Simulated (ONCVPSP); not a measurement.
# An ONCV potential for zirconium, from input to tests

Do these settings give a usable potential? It is generated, then checked for transferability, scattering, ghosts and hardness.

Method: ONCVPSP 4.0.1.1 (patched build), PBE, scalar-relativistic.

**1. Starting point**

The settings as typed:

| Property | Result |
| --- | --- |
| element | zirconium (Zr, Z = 40) |
| type | optimised norm-conserving Vanderbilt (ONCV) |
| frozen core | [Ar] 3d10 |
| valence charge | 12 |
| reference configuration | 4s2 4p6 4d2 5s2 |
| partial waves | 4s+5s: rc 1.84 bohr, ncon 4, nbas 9, qcut 4.4 1/bohr, 3 projectors, debl 2 Ha; 4p: rc 1.30 bohr, ncon 3, nbas 6, qcut 6.2 1/bohr, 2 projectors, debl 4 Ha; 4d: rc 2.74 bohr, ncon 4, nbas 9, qcut 4.5 1/bohr, 2 projectors, debl 0.9 Ha; f scattering state at 0.15 Ha: rc 2.60 bohr, ncon 3, nbas 6, qcut 4.4 1/bohr, 1 projector |
| local potential | polynomial inside 1.22 bohr (lpopt 3, dvloc0 0 Ha) |
| core correction | Teter function, fcfact 2.75, rcfact 1.3 |

The outer shells as boxes (Hund's rule for the drawing; the calculation is spin-unpolarised):

```
[Ar] core
3d [↑↓][↑↓][↑↓][↑↓][↑↓]
4s [↑↓]
4p [↑↓][↑↓][↑↓]
4d [↑ ][↑ ][  ][  ][  ]
5s [↑↓]
```

An earlier all-electron run gives the scale for the radii.

All-electron outer shells of the reference configuration (PBE, scalar-relativistic, ld1.x):

```tsv
shell	level (eV)	outermost node (bohr)	outermost maximum (bohr)
3d	-174.71	–	0.35
4s	-54.50	0.55	1.08
4p	-32.46	0.56	1.17
5s	-4.44	1.47	3.15
4d	-3.60	0.58	1.59
5p	-1.47	1.70	4.15
```

**2. Generation**

File Zr.dat:

```
# ATOM AND REFERENCE CONFIGURATION
# atsym  z   nc   nv     iexc    psfile
  Zr 40.00    6    4        4      upf
#
#   n    l    f
    1    0    2.00
    2    0    2.00
    2    1    6.00
    3    0    2.00
    3    1    6.00
    3    2   10.00
    4    0    2.00
    4    1    6.00
    4    2    2.00
    5    0    2.00
#
# PSEUDOPOTENTIAL AND OPTIMIZATION
# lmax
    3
#
#   l,   rc,      ep,       ncon, nbas, qcut
    0    1.84    0.00    4    9    4.40
    1    1.30    0.00    3    6    6.20
    2    2.74    0.00    4    9    4.50
    3    2.60    0.15    3    6    4.40
#
# LOCAL POTENTIAL
# lloc, lpopt,  rc(5),   dvloc0
    4    3    1.22    0.00
#
# VANDERBILT-KLEINMAN-BYLANDER PROJECTORs
# l, nproj, debl
    0    3    2.00
    1    2    4.00
    2    2    0.90
    3    1    1.20
#
# MODEL CORE CHARGE
# icmod, fcfact, rcfact
    3    2.75    1.30
#
# LOG DERIVATIVE ANALYSIS
# epsh1, epsh2, depsh
   -4.00    5.00    0.02
#
# OUTPUT GRID
# rlmax, drl
    6.00    0.01
#
# TEST CONFIGURATIONS
# ncnf
    4
# nvcnf
#   n    l    f
    4
    4    0    2.00
    4    1    6.00
    4    2    2.00
    5    0    1.00
#
    4
    4    0    2.00
    4    1    6.00
    4    2    2.00
    5    0    0.00
#
    4
    4    0    2.00
    4    1    6.00
    4    2    1.00
    5    0    0.00
#
    4
    4    0    2.00
    4    1    6.00
    4    2    0.00
    5    0    0.00
#
```

Started as:

```
$ oncvpsp.x < Zr.dat > Zr.out
```

Before running it: what results should come out? Wanted: cutoffs for 1 and 0.1 mHa per electron, occupied waves; bound ghosts; GHOST(+) flags; largest test error; largest phase difference near zero energy, channels read; rms error of d²Exc/dn², without and with the model core.

As calculated:

| quantity | value |
| --- | --- |
| cutoffs for 1 and 0.1 mHa per electron, occupied waves | 27 Ha and 67 Ha |
| bound ghosts | none found |
| GHOST(+) flags | d at 314 eV |
| largest test error (AE − PS) | +32 meV, for 4s2 4p6 4d1 5s0 (1 test unsolved) |
| largest phase difference near zero energy, channels read | 0.002 rad |
| rms error of d²Exc/dn², without and with the model core | 2.94 and 0.95 mHa |

The worst unpolarised test, 4s2 4p6 4d1 5s0, is off by 32 meV on 42.7 eV; by total energies transferability rates as fair where solved. Of the tests 1 gave no usable energy difference, which is a warning in itself. By its cutoff, 27 Ha for the looser tolerance, it is of middling hardness. At the looser tolerance the 4p wave is the slowest; 4s needs 10 Ha. The program's ghost test flags no bound state. Near zero energy the phases of the channels with partial waves agree within 0.002 rad. The program also flags highly localised states, GHOST(+) (d). These are tests on the free atom; a crystal test is still owed.
